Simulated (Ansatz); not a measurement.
The system is HPbNO4.

```
H Pb N O
1.0
     4.20407    0.00000    0.00000
     2.02172    3.83952    0.00000
     2.04686    1.27900    6.28132
H Pb N O
1 1 1 4
Direct
  0.89145 0.68202 0.62796
  0.14426 0.92872 0.88352
  0.25670 0.28861 0.30171
  0.83108 0.65056 0.78405
  0.38694 0.22380 0.11295
  0.31104 0.03576 0.45856
  0.07726 0.60633 0.32275
```

The cell was built by a generator and needn't be a form met in nature.

Base run:

```yaml
Program: Ansatz 0.2.0
Functional: RPBE
Potentials_or_basis: Ansatz PAW
Cutoff: "420 eV (not typed: the program's choice for these potentials)"
k_mesh: 7 × 7 × 5
Occupations: fermi-dirac, width 0.05 eV
Spin: no spin polarisation
```

Its results: band gap on the k mesh 2.87 eV, indirect (least direct gap 2.90 eV); pressure 2.7 GPa; largest force 0.257 eV/Å.

The run is repeated on the same cell with these changes: functional from RPBE to HSE06; k mesh from 7 × 7 × 5 to 3 × 3 × 2. What comes out?

Band gap on the k mesh 4.18 eV, direct; pressure -4.2 GPa; largest force 1.614 eV/Å.

Several settings changed at once, so the effect can't be laid on one alone.

Caveats: some runs use coarse meshes; spin-orbit coupling is left out, which as a rule narrows the gap of such compounds by several tenths of an eV; the PAW data sets come from PBE, with cores solved anew for the run's functional, which leaves a small shift of forces and pressure; odd divisions of the mesh miss points on the zone boundary, where band edges often lie, so the gap on the mesh can be too wide (some runs); forces of over 1 eV/Å show positions far from the minimum, so gaps and moduli don't describe the material at rest (some runs); the thresholds are loose for stress (some runs).

A k mesh can miss the band edges.
